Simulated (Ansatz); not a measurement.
**GaH4Cl: search for a transition state**

Is there a first-order saddle for this four-centre ligand exchange, which should form Ga1–Cl6, H2–H5 and break Ga1–H2, H5–Cl6, and which two structures does it connect?

Program: Ansatz 0.2.0, Gaussian basis. Level of theory: PBE0-D4, def2-SVP first, then def2-TZVP. These are calculated values, not measurements.

153 further runs of the same task are left out: 1 that didn't finish, 152 set aside as unsound or not needed.

## (1) The system as given

The guess: 6 atoms, charge 0, spin multiplicity 1.

Atoms are counted from 1 here; the program's logs count them from 0.

Bond lengths: Ga1–H2 1.729 Å, Ga1–H3 1.545 Å, Ga1–H4 1.546 Å, Ga1–H5 1.889 Å, Ga1–Cl6 2.267 Å, H5–Cl6 1.543 Å. Angles: H2–Ga1–H3 111.2°, H2–Ga1–H4 111.2°, H2–Ga1–H5 41.9°, H2–Ga1–Cl6 84.3°, H3–Ga1–H4 122.0°, H3–Ga1–H5 119.0°, H3–Ga1–Cl6 111.0°, H4–Ga1–H5 119.0°, H4–Ga1–Cl6 110.9°, H5–Ga1–Cl6 42.4°, Ga1–H5–Cl6 82.0°, Ga1–Cl6–H5 55.6°.

Geometry (Å):

```xyz
6
charge 0, multiplicity 1
Ga   -0.3579    0.3835    0.2024
H     0.4836    0.2799   -1.3040
H     0.1968    1.5325    1.0734
H    -1.8751    0.1573    0.0128
H     0.8553   -0.7846   -0.6522
Cl    0.6973   -1.5687    0.6676
```

Distances that are to change: Ga1–Cl6 2.27 Å, H2–H5 1.30 Å, Ga1–H2 1.73 Å, H5–Cl6 1.54 Å.

## (2) Constrained relaxation of the guess

Contents of hold/in.yaml:

```yaml
crystal:
  periodic: [false, false, false]
  atoms:
    - {symbol: Ga, position_ang: [-0.357900, 0.383500, 0.202400]}
    - {symbol: H, position_ang: [0.483600, 0.279900, -1.304000]}
    - {symbol: H, position_ang: [0.196800, 1.532500, 1.073400]}
    - {symbol: H, position_ang: [-1.875100, 0.157300, 0.012800]}
    - {symbol: H, position_ang: [0.855300, -0.784600, -0.652200]}
    - {symbol: Cl, position_ang: [0.697300, -1.568700, 0.667600]}
basis:
  gaussian: {orbitals: def2-SVP}
hamiltonian: {xc: pbe0, dispersion: d4}
relax: {f_tol: 0.04, max_steps: 150, escape_saddle: false, constraints: [{distance: [0, 5]}, {distance: [1, 4]}, {distance: [0, 1]}, {distance: [4, 5]}]}
```

On the command line:

```sh
> ansatz run in.yaml --threads 2 --pin off --events-out ev --progress --plain --max-ram 4352MiB
```

The program printed (excerpt; [...] marks lines left out):

```text
Functional definition: PBE0
  name "PBE0"
  cite "Adamo & Barone, J. Chem. Phys. 110, 6158 (1999) doi:10.1063/1.478522"
  cite "Perdew, Burke & Ernzerhof, Phys. Rev. Lett. 77, 3865 (1996) doi:10.1103/PhysRevLett.77.3865"
  parent pbe
[...]
732 factors; integrals over basis functions are off by at most 2.7e-4 eV
[...]
mean field -64942.91089085 eV, -2386.6079553526 hartree, gradient 2.6e-5 eV, S^2 0.000000; 0 other end points of the search recorded, 0 dependent functions left out
[...]
reference -64942.91091724 eV, -2386.6079563226 hartree; 26, 26 occupied and 44, 44 virtual orbitals, 732 factors
relax step   1: F+E_penalty+E_count = -64942.99577922 eV  Δ(F+E_penalty+E_count) = +0.000e0 eV  max|allowed force component| = 3.102e-1 eV/Å  Δτ_max = 0.0000 Å  (23 SCF iters, accepted)
[...]
relax step   2: F+E_penalty+E_count = -64943.02548337 eV  Δ(F+E_penalty+E_count) = -2.970e-2 eV  max|allowed force component| = 7.616e-2 eV/Å  Δτ_max = 0.0961 Å  (22 SCF iters, accepted)
[...]
relax step   3: F+E_penalty+E_count = -64943.02612707 eV  Δ(F+E_penalty+E_count) = -6.437e-4 eV  max|allowed force component| = 1.546e-2 eV/Å  Δτ_max = 0.0082 Å  (21 SCF iters, accepted)
  distance Ga 0 - Cl 5 held at 2.267365 Å   reaction = -1.6216e0 eV/Å
  distance H 1 - H 4 held at 1.302369 Å   reaction = +1.0105e0 eV/Å
  distance Ga 0 - H 1 held at 1.728611 Å   reaction = -2.7458e-2 eV/Å
  distance H 4 - Cl 5 held at 1.543259 Å   reaction = +4.4922e-1 eV/Å
732 factors; integrals over basis functions are off by at most 2.7e-4 eV
[...]
mean field -64942.94095358 eV, -2386.6090601376 hartree, gradient 1.8e-5 eV, S^2 0.000000; 1 other end points of the search recorded, 0 dependent functions left out
[...]
reference -64942.94097994 eV, -2386.6090611065 hartree; 26, 26 occupied and 44, 44 virtual orbitals, 732 factors
Total energy: -64943.02615344 eV, -2386.6121911747 hartree
Atom 0 at    -0.379559     0.407838     0.212632 Å, force    -0.771220     1.400642    -0.309507 eV/Å
Atom 1 at     0.464667     0.297901    -1.291792 Å, force     0.300311    -0.825982     0.482194 eV/Å
Atom 2 at     0.285223     1.522151     1.075882 Å, force    -0.004226    -0.011728    -0.008071 eV/Å
Atom 3 at    -1.883551     0.083285    -0.035666 Å, force     0.015463     0.001121     0.001550 eV/Å
Atom 4 at     0.838265    -0.767368    -0.642338 Å, force    -0.339075     0.602463    -0.117642 eV/Å
Atom 5 at     0.674955    -1.543908     0.681280 Å, force     0.798748    -1.166516    -0.048524 eV/Å
Dipole moment:     0.060416    -0.032243    -0.076131 e Å
```

Run time: 4.2 s. Hardware: 2 threads of Arm Neoverse V2, shared host.

The steps of the relaxation:

```tsv
step	energy from step 1 (eV)	largest force component (eV/Å)
1	0.0000	0.3102
2	-0.0297	0.0762
3	-0.0303	0.0155
```

Distances of close pairs at the start and the end, largest changes first:

```tsv
bond	before (Å)	after (Å)	change (Å)
Ga1–H3	1.545	1.558	+0.014
Ga1–H4	1.546	1.559	+0.013
Ga1–H5	1.889	1.896	+0.008
Ga1–H2	1.729	1.729	+0.000
Ga1–Cl6	2.267	2.267	+0.000
H5–Cl6	1.543	1.543	+0.000
```

## (3) A starting Hessian

Contents of hessian/in.yaml:

```yaml
crystal:
  periodic: [false, false, false]
  atoms:
    - {symbol: Ga, position_ang: [-0.379559, 0.407838, 0.212632]}
    - {symbol: H, position_ang: [0.464667, 0.297901, -1.291792]}
    - {symbol: H, position_ang: [0.285223, 1.522151, 1.075882]}
    - {symbol: H, position_ang: [-1.883551, 0.083285, -0.035666]}
    - {symbol: H, position_ang: [0.838265, -0.767368, -0.642338]}
    - {symbol: Cl, position_ang: [0.674955, -1.543908, 0.681280]}
basis:
  gaussian: {orbitals: def2-SVP}
hamiltonian: {xc: pbe0, dispersion: d4}
phonons: {}
scf: {lower_state_search: off}
```

On the command line:

```sh
> ansatz run in.yaml --threads 2 --pin off --events-out ev --progress --plain --max-ram 4352MiB
```

The program printed (excerpt; [...] marks lines left out):

```text
[... 5 set-up lines as earlier in the session ...]
[...]
732 factors; integrals over basis functions are off by at most 2.6e-4 eV
[...]
mean field -64942.94095134 eV, -2386.6090600555 hartree, gradient 5.5e-6 eV, S^2 0.000000; 0 other end points of the search recorded, 0 dependent functions left out
[...]
reference -64942.94097771 eV, -2386.6090610246 hartree; 26, 26 occupied and 44, 44 virtual orbitals, 732 factors
[... from here to the last solve, the lines of the solves are left out (35 solves) ...]
732 factors; integrals over basis functions are off by at most 2.6e-4 eV
mean field -64942.94105193 eV, -2386.6090637518 hartree, gradient 1.0e-6 eV, S^2 0.000000; 0 other end points of the search recorded, 0 dependent functions left out
[...]
WARN: phonons: modes at or below zero, which the zero-point energy, F, S and C_V leave out: 1, the lowest at -1265.23 cm⁻¹. A minimum has none, and a first-order saddle one
Total energy: -64943.02615120 eV, -2386.6121910926 hartree
Atom 0 at    -0.379559     0.407838     0.212632 Å, force    -0.771252     1.400670    -0.309518 eV/Å
Atom 1 at     0.464667     0.297901    -1.291792 Å, force     0.300309    -0.825998     0.482216 eV/Å
Atom 2 at     0.285223     1.522151     1.075882 Å, force    -0.004223    -0.011729    -0.008070 eV/Å
Atom 3 at    -1.883551     0.083285    -0.035666 Å, force     0.015471     0.001124     0.001552 eV/Å
Atom 4 at     0.838265    -0.767368    -0.642338 Å, force    -0.339066     0.602453    -0.117640 eV/Å
Atom 5 at     0.674955    -1.543908     0.681280 Å, force     0.798761    -1.166521    -0.048540 eV/Å
Dipole moment:     0.060416    -0.032243    -0.076131 e Å
Vibrations: -1265.23 375.86 486.43 610.08 709.36 727.79 922.54 1068.33 1367.17 1715.93 2014.40 2026.55 cm⁻¹, zero-point energy 0.745420 eV
Checks for a lower state left out: stability, starts, cluster_reference, orbital_swaps, neighbouring_geometries, increment
```

Run time: 26 s. Hardware: 2 threads of Arm Neoverse V2, shared host.

The structure is not stationary yet, so these wavenumbers are no spectrum; the search needs only the force constants.

## (4) Saddle search in the small basis

A small driver takes partitioned rational-function steps: uphill along one mode, downhill along the rest. It calls the program once a step for energy and forces and updates the Hessian by Bofill's formula. It stops when the largest force is under 0.04 eV/Å and the followed curvature is negative. The first step's input:

Contents of presaddle/in.yaml:

```yaml
crystal:
  periodic: [false, false, false]
  atoms:
    - {symbol: Ga, position_ang: [-0.379559, 0.407838, 0.212632]}
    - {symbol: H, position_ang: [0.464667, 0.297901, -1.291792]}
    - {symbol: H, position_ang: [0.285223, 1.522151, 1.075882]}
    - {symbol: H, position_ang: [-1.883551, 0.083285, -0.035666]}
    - {symbol: H, position_ang: [0.838265, -0.767368, -0.642338]}
    - {symbol: Cl, position_ang: [0.674955, -1.543908, 0.681280]}
basis:
  gaussian: {orbitals: def2-SVP}
hamiltonian: {xc: pbe0, dispersion: d4}
output: {forces: true}
scf: {lower_state_search: off}
```

On the command line:

```sh
> ansatz run in.yaml --threads 2 --pin off --events-out ev --progress --plain --max-ram 4352MiB
```

The driver's record:

```tsv
step	energy (eV)	largest force (eV/Å)	followed curvature (eV/Å²)
1	-64943.02614	1.4007	-8.65
2	-64943.25162	0.6200	-8.41
3	-64943.27894	0.1960	-8.93
4	-64943.28236	0.0534	-7.70
5	-64943.28170	0.0438	-4.51
6	-64943.28159	0.0060	-4.61
```

The 6 steps took 4.8 s in all (2 threads of Arm Neoverse V2, shared host).

## (5) Saddle search in triple zeta

The search itself is an outer loop (partitioned rational-function steps, Bofill update of the Hessian). Each step is one single-point run with forces. It stops when the largest force is under 0.01 eV/Å and the followed curvature is negative. The first step's input:

Contents of saddle/in.yaml:

```yaml
crystal:
  periodic: [false, false, false]
  atoms:
    - {symbol: Ga, position_ang: [-0.434018, 0.525439, 0.166662]}
    - {symbol: H, position_ang: [0.488274, 0.196486, -1.206907]}
    - {symbol: H, position_ang: [0.262872, 1.568237, 1.083660]}
    - {symbol: H, position_ang: [-1.920201, 0.119956, -0.035350]}
    - {symbol: H, position_ang: [0.806524, -0.756842, -0.593939]}
    - {symbol: Cl, position_ang: [0.796549, -1.653377, 0.585875]}
basis:
  gaussian: {orbitals: def2-TZVP}
hamiltonian: {xc: pbe0, dispersion: d4}
output: {forces: true}
scf: {lower_state_search: off}
```

On the command line:

```sh
> ansatz run in.yaml --threads 2 --pin off --events-out ev --progress --plain --max-ram 4352MiB
```

The driver's record:

```tsv
step	energy (eV)	largest force (eV/Å)	followed curvature (eV/Å²)
1	-64954.35303	0.0531	-4.61
2	-64954.35314	0.0064	-4.67
```

The 2 steps took 2.5 s in all (2 threads of Arm Neoverse V2, shared host).

The point found:

```mol
ClGaH4
  3D, bonds by distance, orders not assigned

  6  6  0  0  0  0  0  0  0  0999 V2000
   -0.4335    0.5322    0.1569 Ga  0  0
    0.4882    0.1979   -1.2086 H   0  0
    0.2590    1.5643    1.0862 H   0  0
   -1.9180    0.1200   -0.0297 H   0  0
    0.8072   -0.7627   -0.5876 H   0  0
    0.7972   -1.6519    0.5828 Cl  0  0
  1  2  8  0
  1  3  8  0
  1  4  8  0
  1  5  8  0
  1  6  8  0
  5  6  8  0
M  END
```

Followed mode, largest move set to 1: H5 (-0.23, 0.79, -0.57); Ga1 (0.07, -0.46, 0.46); H2 (0.29, -0.48, 0.05); Cl6 (-0.21, 0.13, 0.24).

## (6) Checking the order of the point

Contents of vib/in.yaml:

```yaml
crystal:
  periodic: [false, false, false]
  atoms:
    - {symbol: Ga, position_ang: [-0.433532, 0.532230, 0.156921]}
    - {symbol: H, position_ang: [0.488209, 0.197868, -1.208580]}
    - {symbol: H, position_ang: [0.259042, 1.564333, 1.086217]}
    - {symbol: H, position_ang: [-1.918034, 0.120041, -0.029721]}
    - {symbol: H, position_ang: [0.807160, -0.762687, -0.587611]}
    - {symbol: Cl, position_ang: [0.797154, -1.651885, 0.582775]}
basis:
  gaussian: {orbitals: def2-TZVP}
hamiltonian: {xc: pbe0, dispersion: d4}
phonons: {temperatures: {t_min: 298.15, t_max: 900, t_step: 200}}
```

On the command line:

```sh
> ansatz run in.yaml --threads 2 --pin off --events-out ev --progress --plain --max-ram 4352MiB
```

The program printed (excerpt; [...] marks lines left out):

```text
[... 5 set-up lines as earlier in the session ...]
[...]
857 factors; their error is unknown
[...]
mean field -64954.26959910 eV, -2387.0253801818 hartree, gradient 4.4e-5 eV, S^2 0.000000; 0 other end points of the search recorded, 0 dependent functions left out
[...]
reference -64954.26962698 eV, -2387.0253812061 hartree; 26, 26 occupied and 83, 83 virtual orbitals, 857 factors
[... from here to the last solve, the lines of the solves are left out (35 solves) ...]
857 factors; their error is unknown
mean field -64954.26956921 eV, -2387.0253790834 hartree, gradient 2.9e-6 eV, S^2 0.000000; 0 other end points of the search recorded, 0 dependent functions left out
[...]
reference -64954.26959708 eV, -2387.0253801076 hartree; 26, 26 occupied and 83, 83 virtual orbitals, 857 factors
WARN: phonons: modes at or below zero, which the zero-point energy, F, S and C_V leave out: 1, the lowest at -745.76 cm⁻¹. A minimum has none, and a first-order saddle one
Total energy: -64954.35314321 eV, -2387.0284503711 hartree
Atom 0 at    -0.433532     0.532230     0.156921 Å, force    -0.000034     0.003255    -0.004106 eV/Å
Atom 1 at     0.488209     0.197868    -1.208580 Å, force     0.001090     0.003234    -0.006282 eV/Å
Atom 2 at     0.259042     1.564333     1.086217 Å, force    -0.002299    -0.005973    -0.001054 eV/Å
Atom 3 at    -1.918034     0.120041    -0.029721 Å, force     0.005659    -0.000684     0.003051 eV/Å
Atom 4 at     0.807160    -0.762687    -0.587611 Å, force    -0.005041     0.002695     0.006352 eV/Å
Atom 5 at     0.797154    -1.651885     0.582775 Å, force     0.000624    -0.002527     0.002038 eV/Å
Dipole moment:    -0.076004     0.204458    -0.116343 e Å
Vibrations: -745.76 250.07 395.31 608.73 670.16 787.66 966.08 1072.03 1383.62 1751.52 2027.67 2046.04 cm⁻¹, zero-point energy 0.741357 eV
```

Run time: 40 s. Hardware: 2 threads of Arm Neoverse V2, shared host.

The modes, with what each moves most:

```tsv
mode	wavenumber (cm⁻¹)	character
1	746i	changes H2–H5, H5–Cl6
2	250	Ga–Cl stretch with bend
3	395	bend
4	609	bend
5	670	bend
6	788	bend
7	966	bend
8	1072	bend
9	1384	Ga–H stretch with bend
10	1752	Ga–H stretch
11	2028	Ga–H stretch
12	2046	Ga–H stretch
```

Vibrational sums (real modes only):

```tsv
T (K)	entropy (J/mol/K)	heat capacity (J/mol/K)
298	16.4	28.0
498	35.6	47.5
698	53.9	60.8
898	70.4	69.6
```

## (7) Relaxing after a step of 0.30 Å one way along the mode

Contents of downa/in.yaml:

```yaml
crystal:
  periodic: [false, false, false]
  atoms:
    - {symbol: Ga, position_ang: [-0.413385, 0.395342, 0.294747]}
    - {symbol: H, position_ang: [0.575506, 0.054428, -1.193185]}
    - {symbol: H, position_ang: [0.275803, 1.569234, 1.060150]}
    - {symbol: H, position_ang: [-1.909095, 0.119749, -0.059762]}
    - {symbol: H, position_ang: [0.737521, -0.525916, -0.758169]}
    - {symbol: Cl, position_ang: [0.733650, -1.612936, 0.656219]}
basis:
  gaussian: {orbitals: def2-TZVP}
hamiltonian: {xc: pbe0, dispersion: d4}
relax: {f_tol: 0.005, max_steps: 200}
```

On the command line:

```sh
> ansatz run in.yaml --threads 2 --pin off --events-out ev --progress --plain --max-ram 4352MiB
```

The program printed (excerpt; [...] marks lines left out):

```text
[... 5 set-up lines as earlier in the session ...]
[...]
857 factors; their error is unknown
[...]
mean field -64954.48125239 eV, -2387.0331582967 hartree, gradient 1.4e-5 eV, S^2 0.000000; 0 other end points of the search recorded, 0 dependent functions left out
[...]
reference -64954.48128010 eV, -2387.0331593150 hartree; 26, 26 occupied and 83, 83 virtual orbitals, 857 factors
relax step   1: F+E_penalty+E_count = -64954.56485168 eV  Δ(F+E_penalty+E_count) = +0.000e0 eV  max|allowed force component| = 2.252e0 eV/Å  Δτ_max = 0.0000 Å  (23 SCF iters, accepted)
[...]
857 factors; their error is unknown
[...]
mean field -64955.47717617 eV, -2387.0697578206 hartree, gradient 7.0e-6 eV, S^2 0.000000; 1 other end points of the search recorded, 0 dependent functions left out
[...]
reference -64955.47720470 eV, -2387.0697588690 hartree; 26, 26 occupied and 83, 83 virtual orbitals, 857 factors
Total energy: -64955.55783224 eV, -2387.0727218765 hartree
Atom 0 at    -0.452924     0.166028     0.668714 Å, force     0.000056    -0.000535     0.000505 eV/Å
Atom 1 at     0.613908     0.340759    -1.638730 Å, force    -0.000406     0.000170     0.000572 eV/Å
Atom 2 at     0.327851     1.454357     1.058862 Å, force     0.001063    -0.000068    -0.000021 eV/Å
Atom 3 at    -1.827883     0.024216    -0.046129 Å, force    -0.000107    -0.000836    -0.000623 eV/Å
Atom 4 at     0.912326    -0.302113    -1.388855 Å, force     0.000130     0.000453    -0.000841 eV/Å
Atom 5 at     0.426722    -1.683346     1.346139 Å, force    -0.000736     0.000816     0.000408 eV/Å
Dipole moment:    -0.108119     0.351972    -0.244600 e Å
```

It took 21 s on 2 threads of Arm Neoverse V2, shared host.

Relaxation path: (the energy doesn't fall at every step)

```tsv
step	energy from step 1 (eV)	largest force component (eV/Å)
1	0.0000	2.2518
2	-0.5000	1.0723
3	-0.7936	1.3075
4	-0.9577	0.3439
5	-0.9680	0.4425
6	-0.9855	0.3665
7	-0.9911	0.1041
8	-0.9907	0.1092
9	-0.9927	0.0076
10	-0.9929	0.0054
11	-0.9909	0.1457
12	-0.9930	0.0011
```

Close pairs (by a distance rule), those that changed most:

```tsv
bond	before (Å)	after (Å)	change (Å)
Ga1–H2	1.819	2.548	+0.729
Ga1–H5	1.812	2.513	+0.702
Ga1–Cl6	2.341	2.157	-0.184
H2–H5	0.743	0.752	+0.008
Ga1–H3	1.562	1.556	-0.006
Ga1–H4	1.562	1.556	-0.006
```

## (8) Relaxing after a step of 0.30 Å the other way along the mode

Contents of downb/in.yaml:

```yaml
crystal:
  periodic: [false, false, false]
  atoms:
    - {symbol: Ga, position_ang: [-0.453678, 0.669118, 0.019095]}
    - {symbol: H, position_ang: [0.400913, 0.341308, -1.223975]}
    - {symbol: H, position_ang: [0.242280, 1.559433, 1.112284]}
    - {symbol: H, position_ang: [-1.926973, 0.120332, 0.000319]}
    - {symbol: H, position_ang: [0.876800, -0.999458, -0.417054]}
    - {symbol: Cl, position_ang: [0.860659, -1.690833, 0.509331]}
basis:
  gaussian: {orbitals: def2-TZVP}
hamiltonian: {xc: pbe0, dispersion: d4}
relax: {f_tol: 0.005, max_steps: 200}
```

On the command line:

```sh
> ansatz run in.yaml --threads 2 --pin off --events-out ev --progress --plain --max-ram 4352MiB
```

The program printed (excerpt; [...] marks lines left out):

```text
[... 5 set-up lines as earlier in the session ...]
[...]
857 factors; their error is unknown
[...]
mean field -64953.87719845 eV, -2387.0109597237 hartree, gradient 2.5e-5 eV, S^2 0.000000; 0 other end points of the search recorded, 0 dependent functions left out
[...]
reference -64953.87722680 eV, -2387.0109607655 hartree; 26, 26 occupied and 83, 83 virtual orbitals, 857 factors
relax step   1: F+E_penalty+E_count = -64953.95864337 eV  Δ(F+E_penalty+E_count) = +0.000e0 eV  max|allowed force component| = 5.301e0 eV/Å  Δτ_max = 0.0000 Å  (23 SCF iters, accepted)
[...]
857 factors; their error is unknown
mean field -64954.47752045 eV, -2387.0330211505 hartree, gradient 4.8e-6 eV, S^2 0.000000; 1 other end points of the search recorded, 0 dependent functions left out
[...]
reference -64954.47755013 eV, -2387.0330222410 hartree; 26, 26 occupied and 83, 83 virtual orbitals, 857 factors
Total energy: -64954.55663279 eV, -2387.0359284751 hartree
Atom 0 at    -0.497929     0.758765    -0.010641 Å, force     0.001465    -0.000500    -0.002211 eV/Å
Atom 1 at     0.229273     0.742464    -1.408250 Å, force    -0.002556     0.002655     0.001551 eV/Å
Atom 2 at     0.131661     1.572790     1.173360 Å, force     0.000638    -0.000145    -0.001024 eV/Å
Atom 3 at    -1.954858     0.188567     0.103849 Å, force     0.000618    -0.000158    -0.001034 eV/Å
Atom 4 at     1.347166    -1.648236    -0.494991 Å, force    -0.000741     0.001421    -0.000395 eV/Å
Atom 5 at     0.744689    -1.614450     0.636673 Å, force     0.000576    -0.003273     0.003113 eV/Å
Dipole moment:     0.273546    -0.315230    -0.125677 e Å
```

Run time: 16 s. Hardware: 2 threads of Arm Neoverse V2, shared host.

Relaxation path:

```tsv
step	energy from step 1 (eV)	largest force component (eV/Å)
1	0.0000	5.3005
2	-0.4910	1.4481
3	-0.5417	0.7789
4	-0.5592	0.6283
5	-0.5812	0.5806
6	-0.5948	0.0696
7	-0.5972	0.0306
8	-0.5979	0.0104
9	-0.5980	0.0033
```

Close pairs (by a distance rule), those that changed most:

```tsv
bond	before (Å)	after (Å)	change (Å)
H5–Cl6	1.156	1.282	+0.126
Ga1–H2	1.544	1.576	+0.032
Ga1–H4	1.572	1.569	-0.004
Ga1–H3	1.572	1.569	-0.004
```

## (9) What the saddle joins

```tsv
pair	start side (Å)	saddle (Å)	end side (Å)
Ga1–Cl6	2.756	2.543	2.157
H2–H5	2.793	1.187	0.752
Ga1–H2	1.576	1.681	2.548
H5–Cl6	1.282	1.470	3.102
```

## (10) What came out

```
                       quantity                                                       value
                 imaginary mode                                                   746i cm⁻¹
    barrier from the start side                                                 19.6 kJ/mol
      barrier from the end side                                                116.2 kJ/mol
             energy of the step                                                -96.6 kJ/mol
              pairs that change  Ga1–Cl6 formed, H2–H5 formed, Ga1–H2 broken, H5–Cl6 broken
zero-point energy at the saddle                                                    0.741 eV
```

What this shows: One imaginary mode, 746i cm⁻¹, makes this a first-order saddle. Going downhill both ways gives the intended start and end. At PBE0-D4/def2-TZVP the electronic barrier is 19.6 kJ/mol, about 8 kT at 298 K, and the step runs 96.6 kJ/mol downhill. A step off the saddle overshot and began above it in energy, so the link to its end is likely but not proven. Lower complexes than these ends may exist.
